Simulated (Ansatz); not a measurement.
**CH3BS2: up Jacob's ladder to CCSD(T)**

The task here is to estimate one member of a computed series from the others.

Method: functionals in def2-TZVPP, the program's frozen cores in correlated methods; program: Ansatz 0.2.0, Gaussian basis.

Plan: PBE-D4, r2SCAN-D4, PBE0-D4, B3LYP-D4, ωB97X-V, ωB97M-V, B2PLYP; CCSD(T)/def2-TZVPP; CCSD(T)/def2-QZVPP; extrapolation to the limit.

## Structure used throughout

An earlier PBE0-D4 in a triple-zeta def2 set relaxation fixed the geometry.

SMILES `S=CBS`, 7 atoms, charge 0, spin multiplicity 1.

Atoms are counted from 1 here; the program's logs count them from 0.

Bond lengths: S1–C2 1.616 Å, C2–B3 1.558 Å, C2–H5 1.094 Å, B3–S4 1.776 Å, B3–H6 1.189 Å, S4–H7 1.343 Å. Angles: S1–C2–B3 122.4°, S1–C2–H5 118.0°, B3–C2–H5 119.6°, C2–B3–S4 116.8°, C2–B3–H6 121.8°, S4–B3–H6 121.4°, B3–S4–H7 98.4°.

The first run:

in.yaml reads:

```yaml
crystal:
  periodic: [false, false, false]
  atoms:
    - {symbol: S, position_ang: [-1.617929, 1.965950, 0.397009]}
    - {symbol: C, position_ang: [-0.644869, 0.941209, -0.387432]}
    - {symbol: B, position_ang: [0.113744, -0.210353, 0.338129]}
    - {symbol: S, position_ang: [1.088738, -1.291896, -0.679103]}
    - {symbol: H, position_ang: [-0.529595, 1.066800, -1.468351]}
    - {symbol: H, position_ang: [0.043269, -0.364070, 1.515075]}
    - {symbol: H, position_ang: [1.546643, -2.107639, 0.284672]}
basis:
  gaussian: {orbitals: def2-TZVPP}
hamiltonian: {xc: pbe, dispersion: d4}
output: {forces: true, orbitals: {seedname: orbitals}}
```

Run with:

```
> ansatz run in.yaml --threads 2 --pin off --events-out ev --progress --plain --max-ram 32768MiB --backend cpu
```

Steps of the session up to this table: PBE-D4 (GGA); r2SCAN-D4 (meta-GGA); PBE0-D4 (hybrid); B3LYP-D4 (hybrid); ωB97X-V (range-separated); ωB97M-V (range-separated); B2PLYP (double hybrid); CCSD(T) in def2-TZVPP; CCSD(T) in def2-QZVPP.

One table of the session follows, with a row left open; its other results are not shown here.

| method | atomisation energy (kJ/mol) |
| --- | --- |
| PBE-D4 | 2555.3 |
| r2SCAN-D4 | ? |
| PBE0-D4 | 2497.2 |
| B3LYP-D4 | 2475.2 |
| ωB97X-V | 2479.1 |
| ωB97M-V | 2493.6 |
| B2PLYP | 2446.7 |
| HF/def2-TZVPP | 1770.9 |
| MP2/def2-TZVPP | 2450.8 |
| CCSD/def2-TZVPP | 2340.6 |
| CCSD(T)/def2-TZVPP | 2395.4 |
| MP2/CBS | 2518.7 |
| CCSD(T)/CBS | 2462.5 |

Estimate the missing values for r2SCAN-D4.

The run gave: atomisation energy (kJ/mol): 2499.8. In the column «atomisation energy (kJ/mol)» it lies between PBE0-D4 (2497.2) and MP2/CBS (2518.7).

To keep in mind: Free atoms (2 S, 1 C, 1 B, 3 H) were run apart at each level; the atomisation energy is their sum less the molecule, without zero-point or spin-orbit terms.
